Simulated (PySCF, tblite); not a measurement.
# C5H10BFS: geometry, infrared bands and NMR shifts

What infrared bands and NMR shifts should C5H10BFS (`C=CBSC(C)(C)F`) show?

The runs use tblite 0.8.0 and PySCF 2.14.0, with density-fitted response routines of our own; the level of theory stands in each step. All values are computed, except where a source is named. Atoms are numbered from 0 throughout.

## Step 1: The molecule as given

18 atoms, charge 0, multiplicity 1; geometry from: force field or distance geometry start.

Bonds of the start (Å): C0–C1 1.34, C1–B2 1.57, B2–S3 1.90, S3–C4 1.82, C4–C5 1.54, C4–C6 1.53, C4–F7 1.40, C0–H8 1.09, C0–H9 1.07, C1–H10 1.08, B2–H11 1.18, C5–H12 1.11, C5–H13 1.11, C5–H14 1.11, C6–H15 1.11, C6–H16 1.11, C6–H17 1.12.

## Step 2: Optimising the geometry with GFN2-xTB

Job settings and geometry (Å):

```
{"job": {"kind": "relax", "xc": "GFN2-xTB", "basis": "xTB"}, "charge": 0, "multiplicity": 1}
C      3.601100     0.130800    -0.403400
C      2.416600    -0.492600    -0.519500
B      1.417300    -0.552200     0.687500
S     -0.242400    -1.444900     0.478000
C     -1.226800    -0.024800    -0.106600
C     -2.544500    -0.548000    -0.698000
C     -1.511400     0.955500     1.029400
F     -0.533100     0.643700    -1.115600
H      3.889400     0.629400     0.518700
H      4.270200     0.153500    -1.241900
H      2.155400    -0.986400    -1.444800
H      1.665400    -0.035900     1.716700
H     -3.155600     0.294500    -1.078700
H     -2.327300    -1.248100    -1.535100
H     -3.128200    -1.075800     0.083700
H     -2.153900     1.789500     0.688900
H     -0.566700     1.391100     1.423700
H     -2.034300     0.426900     1.865500
```

Launch:

```console
OMP_NUM_THREADS=1 python probes_run.py task.json out
```

The driver reads the jobs from task.json and runs them one after another.

**Question.** This job is followed by: GFN2-xTB harmonic vibrations, gas phase; GIAO PBE0/pcSseg-1 NMR shielding, non-relativistic, gas phase. What will the session give for the following? strongest single infrared mode (GFN2-xTB); zero-point energy (GFN2-xTB); 13C shifts against TMS (PBE0/pcSseg-1, means over atoms taken as alike); 1H shifts against TMS (PBE0/pcSseg-1, means over atoms taken as alike); 11B shifts against BF3·OEt2 (PBE0/pcSseg-1); 33S shifts against CS2 (PBE0/pcSseg-1); 19F shifts against CFCl3 (PBE0/pcSseg-1); surface potential, 1st and 99th percentile.

**Answer**, as computed:

| quantity | value |
| --- | --- |
| strongest single infrared mode (GFN2-xTB) | 1136 cm⁻¹, 116 km/mol |
| zero-point energy (GFN2-xTB) | 87.5 kcal/mol |
| 13C shifts against TMS (PBE0/pcSseg-1, means over atoms taken as alike) | 152.2, 147.8, 109.2, 33.5 ppm |
| 1H shifts against TMS (PBE0/pcSseg-1, means over atoms taken as alike) | 7.28, 6.99, 6.74, 6.53, 1.82 ppm |
| 11B shifts against BF3·OEt2 (PBE0/pcSseg-1) | 59.3 ppm |
| 33S shifts against CS2 (PBE0/pcSseg-1) | 243 ppm |
| 19F shifts against CFCl3 (PBE0/pcSseg-1) | -146.6 ppm |
| surface potential, 1st and 99th percentile | -1.01 V and 0.88 V |

What this shows: The optimisation took 98 steps and gained 0.747 eV; among the close pairs (by a distance rule), B2–S3 changed most, from 1.896 to 1.769 Å. All 48 modes are real, so the xTB geometry is a minimum. The strongest single mode, at 1136 cm⁻¹, has its largest shares on C4, H12 and H15 (the list is cut at 3 atoms). GFN2-xTB is a fitted tight-binding method: band positions and strengths are rough. Its intensities can rank the bands wrongly. The most deshielded carbon is C0 (terminal =CH2 carbon), at 152.2 ppm: the olefinic region. At PBE0/pcSseg-1: The largest span, 315 ppm, is at S3, where the paramagnetic term is -801 ppm. At PBE0/pcSseg-1, counted by nearest atom on the grid, the HOMO lies on S3 52 %; C0 16 %, the LUMO on B2 33 %; C0 23 %.
